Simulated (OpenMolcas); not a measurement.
# CH2NSn (SMILES N#[C][SnH2]) at 6 levels

Aim: a comparison of 6 runs (UHF/STO-3G, UM06-L/def2-SVPD, UPBE/def2-SVPD, UPBE0/def2-SVPD, ROMP2/def2-SVPD, ROCCSD(T)/def2-SVPD) of CH2NSn. 

The results are computed with OpenMolcas 26.06.

## 1. The molecule

CH2NSn has 5 atoms, charge 0, and is taken as a doublet. As SMILES, `N#[C][SnH2]`. The Sn3–H4 distance was set to 2.223 Å, away from the relaxed value.

Bond lengths: N1–C2 1.154 Å, C2–Sn3 2.115 Å, Sn3–H5 1.710 Å. Angles: N1–C2–Sn3 175.8°, C2–Sn3–H5 105.7°.

## 2. The energy at UHF/STO-3G (run 1)

The input, job.inp:

```
* CH2NSn Hartree-Fock
&GATEWAY
BasLib = $CurrDir
Coord
5
angstrom
N        1.331276      -1.447822       1.754918
C        1.003476      -0.763622       0.885318
Sn       0.507076       0.418978      -0.796982
H       -1.648500       0.038200      -1.184000
H        0.846476       2.032278      -0.343282
Basis = STO-3G
Group = NoSym
&SEWARD
&SCF
UHF
Spin = 2
Thresholds = 1e-10 1e-07 1e-07 1e-05
PrOrbitals = 1 2
```

The basis set STO-3G is read from a file made from the Basis Set Exchange's data (not shown).

Command:

```bash
$ export MOLCAS_MEM=1860
$ pymolcas job.inp > job.log
```

Log:

```text
--- Start Module: gateway ---
[...]
--- Stop Module: gateway /rc=_RC_ALL_IS_WELL_ ---
--- Start Module: seward ---
[...]
      Basis functions           39
--- Stop Module: seward /rc=_RC_ALL_IS_WELL_ ---
[...]
--- Start Module: scf ---
[...]
       Convergence after  35 Iterations
[...]
::    Total SCF energy                              -6055.5036149663
[...]
      Total spin, S                                     0.5637052754
[...]
      Total electronic charge=   65.000000
      Total            charge=   -0.000000
[...]
      Dipole Moment (debye):
      Origin of the operator (angstrom)=    0.6130    0.1547   -0.4185
                   X= -1.5017E-01               Y=  2.1619E+00               Z= -3.5259E+00           Total=  4.1386E+00
      Quadrupole Moment (debye*angstrom):
[...]
--- Stop Module: scf /rc=_RC_ALL_IS_WELL_ ---
[...]
```

Wall time 3.9 s (1 thread of Intel Xeon Platinum 8259CL at 2.50GHz (Skylake/Cascade Lake), shared host); peak memory 0.38 GiB.

## 3. The energy at UM06-L/def2-SVPD (core potential) (run 2)

The input, coord.xyz:

```xyz
5

N      1.331276    -1.447822     1.754918
C      1.003476    -0.763622     0.885318
Sn     0.507076     0.418978    -0.796982
H     -1.648500     0.038200    -1.184000
H      0.846476     2.032278    -0.343282
```

The input, run.inp:

```
&GATEWAY
  BasLib=$CurrDir
  Coord=coord.xyz
  Basis=def2-SVPD
  Group=NoSym

&SEWARD
  GridInput
  Grid=UltraFine
  End of Grid

&SCF
  UHF
  Spin=2
  KSDFT=M06L
  Thresholds=1e-10 1e-07 1e-07 1e-05
  PrOrbitals=0
```

The basis set def2-SVPD is read from a file made from the Basis Set Exchange's data (not shown).

Command:

```bash
$ export MOLCAS_MEM=1860
$ pymolcas run.inp > run.log
```

Log:

```text
--- Start Module: gateway ---
[...]
--- Stop Module: gateway /rc=_RC_ALL_IS_WELL_ ---
--- Start Module: seward ---
[...]
      Basis functions           88
--- Stop Module: seward /rc=_RC_ALL_IS_WELL_ ---
[...]
--- Start Module: scf ---
[...]
       Convergence after  25 Iterations
[...]
::    Total KS-DFT energy                            -308.3270567609
[...]
      Total spin, S                                     0.5032686060
[...]
      Total electronic charge=   37.000000
      Total            charge=   -0.000000
[...]
      Dipole Moment (debye):
      Origin of the operator (angstrom)=    0.6130    0.1547   -0.4185
                   X= -8.5648E-02               Y=  2.4988E+00               Z= -3.1865E+00           Total=  4.0504E+00
      Quadrupole Moment (debye*angstrom):
[...]
--- Stop Module: scf /rc=_RC_ALL_IS_WELL_ ---
[...]
```

Run time: 81 s. Hardware: 1 thread of Intel Xeon Platinum 8259CL at 2.50GHz (Skylake/Cascade Lake), shared host; peak memory 0.48 GiB.

Run 3 isn't shown in full; the table further down has it.

## 4. The energy at UPBE0/def2-SVPD (core potential) (run 4)

The input, input.xyz:

```xyz
5

N      1.331276    -1.447822     1.754918
C      1.003476    -0.763622     0.885318
Sn     0.507076     0.418978    -0.796982
H     -1.648500     0.038200    -1.184000
H      0.846476     2.032278    -0.343282
```

The input, test.inp:

```
>>> EXPORT MOLCAS_PRINT=2

&GATEWAY
 BasLib = $CurrDir
 Coord = input.xyz
 Basis = def2-SVPD
 Group = NoSym

&SEWARD
 GridInput
 Grid=UltraFine
 End of Grid

&SCF
 UHF
 Spin = 2
 KSDFT = PBE0
 Thresholds = 1e-10 1e-07 1e-07 1e-05
 PrOrbitals = 1 2
```

The basis set def2-SVPD is read from a file made from the Basis Set Exchange's data (not shown).

Command:

```bash
$ export MOLCAS_MEM=1860
$ pymolcas test.inp > test.log
```

Log:

```text
--- Start Module: gateway ---
[...]
--- Stop Module: gateway /rc=_RC_ALL_IS_WELL_ ---
--- Start Module: seward ---
[...]
      Basis functions           88
--- Stop Module: seward /rc=_RC_ALL_IS_WELL_ ---
[...]
--- Start Module: scf ---
[...]
       Convergence after  24 Iterations
[...]
::    Total KS-DFT energy                            -308.0750582668
[...]
      Total spin, S                                     0.5053838912
[...]
      Total electronic charge=   37.000000
      Total            charge=   -0.000000
[...]
      Dipole Moment (debye):
      Origin of the operator (angstrom)=    0.6130    0.1547   -0.4185
                   X= -2.1641E-01               Y=  2.4665E+00               Z= -3.1344E+00           Total=  3.9943E+00
      Quadrupole Moment (debye*angstrom):
[...]
--- Stop Module: scf /rc=_RC_ALL_IS_WELL_ ---
[...]
```

It took 53 s on 1 thread of Intel Xeon Platinum 8259CL at 2.50GHz (Skylake/Cascade Lake), shared host; peak memory 0.48 GiB.

Run 5 isn't shown in full; the table further down has it.

## 5. A single-point energy at ROCCSD(T)/def2-SVPD (core potential) (run 6)

The input, job.inp:

```
&GATEWAY
 BasLib=$CurrDir
 Coord
 5
 angstrom
 N        1.331276      -1.447822       1.754918
 C        1.003476      -0.763622       0.885318
 Sn       0.507076       0.418978      -0.796982
 H       -1.648500       0.038200      -1.184000
 H        0.846476       2.032278      -0.343282
 Basis=def2-SVPD
 Group=NoSym

&SEWARD

&SCF
 UHF
 Spin=2
 Thresholds=1e-10 1e-07 1e-07 1e-05
 PrOrbitals=1 1

&RASSCF
 FileOrb=$Project.UnaOrb
 Spin=2
 Nactel=1 0 0
 Inactive=18
 Ras2=1
 OutOrbitals=Canonical
 OrbListing=Nothing

&MOTRA
 JobIph
 Frozen=6

&CCSDT
 CCT
 Triples=3
 Iterations=80
 Accuracy=1e-08
 Extrapolation=5 4
```

The basis set def2-SVPD is read from a file made from the Basis Set Exchange's data (not shown).

Command:

```bash
$ export MOLCAS_MEM=1860
$ pymolcas job.inp > job.log
```

Log:

```text
--- Start Module: gateway ---
[...]
--- Stop Module: gateway /rc=_RC_ALL_IS_WELL_ ---
[...]
      Basis functions           88
[...]
       Convergence after  30 Iterations
[...]
::    Total SCF energy                               -306.6716953584
[...]
      Total spin, S                                     0.5470779119
[...]
      Number of active orbitals                  1
[...]
      Spin quantum number                      0.5
[...]
      Active orbitals                            1
[...]
      Number of CSFs                             1
[...]
      Number of root(s) required                 1
[...]
      Convergence after 14 iterations
[...]
      printout of CI-coefficients larger than  0.05 for root  1
      energy=    -306.667488
      conf/sym  1     Coeff  Weight
             1  u   1.00000 1.00000
      Natural orbitals and occupation numbers for root  1
      sym 1:   1.000000
      ************************************************************************************************************************
      *                                                    Final results                                                     *
[...]
::    RASSCF root number  1 Total energy:   -306.66748763
[...]
      Total electronic charge=   37.000000
      Total            charge=   -0.000000
[...]
      Dipole Moment (debye):
      Origin of the operator (angstrom)=    0.6130    0.1547   -0.4185
                   X=  4.6434E-02               Y=  2.6133E+00               Z= -3.3470E+00           Total=  4.2466E+00
      Quadrupole Moment (debye*angstrom):
[...]
--- Start Module: motra ---
[...]
      *** WARNING: Default frozen orbitals is overwritten by user input.
      *** Default values:   2
[...]
--- Stop Module: motra /rc=_RC_ALL_IS_WELL_ ---
[...]
--- Start Module: ccsdt ---
[...]
      Convergence after                    18  Iterations
      Total energy (diff) :    -307.08941089      -0.00000001
[...]
 METHOD                       : CCSD+T(CCSD)+<T3(1)WT1>+<T3(1)UT2> = CCSD(T)
[...]
       CCSD     =      -307.0894108899820
[...]
--- Stop Module: ccsdt /rc=_RC_ALL_IS_WELL_ ---
[...]
```

Run time: 1.8 min. Hardware: 1 thread of Intel Xeon Platinum 8259CL at 2.50GHz (Skylake/Cascade Lake), shared host; peak memory 0.48 GiB.

## 6. The series

| run | level | integration grid | frozen core orbitals | energy (Eh) | dipole moment (D) | HOMO energy (eV) | LUMO energy (eV) | wall time |
| --- | --- | --- | --- | --- | --- | --- | --- | --- |
| 1 | UHF/STO-3G | – | – | -6055.503615 | 4.14 | -6.73 | 3.68 | 3.9 s |
| 2 | UM06-L/def2-SVPD (core potential) | UltraFine | – | -308.327057 | 4.05 | -6.08 | -5.14 | 81 s |
| 3 | UPBE/def2-SVPD (core potential) | UltraFine | – | -308.070670 | 3.84 | -6.14 | -5.12 | 56 s |
| 4 | UPBE0/def2-SVPD (core potential) | UltraFine | – | -308.075058 | 3.99 | -7.19 | -4.28 | 53 s |
| 5 | ROMP2/def2-SVPD (core potential) | – | 6 | -307.066988 | – | – | – | 23 s |
| 6 | ROCCSD(T)/def2-SVPD (core potential) | – | 6 | -307.108633 | – | – | – | 1.8 min |

## 7. Results

| quantity | value |
| --- | --- |
| run 6: total energy | -307.10863 Eh |
| run 6: (T) correction | -19.22 mEh |

Over runs 1, 2, 3, 4 the dipole moment (its size) runs from 3.84 D (UPBE/def2-SVPD) to 4.14 D (UHF/STO-3G). The two ends differ in method and basis and core potential. Totals of different functionals can't be ranked against each other. Some runs of one species differ in core potentials or relativity; totals across that change don't compare. In run 1 the basis is minimal, so the values are rough. In run 1 relativity is left out where basis or elements ask for it. Spin contamination of the reference: run 1 ⟨S²⟩ = 0.88. All runs together took 5.4 min, the longest 1.8 min.
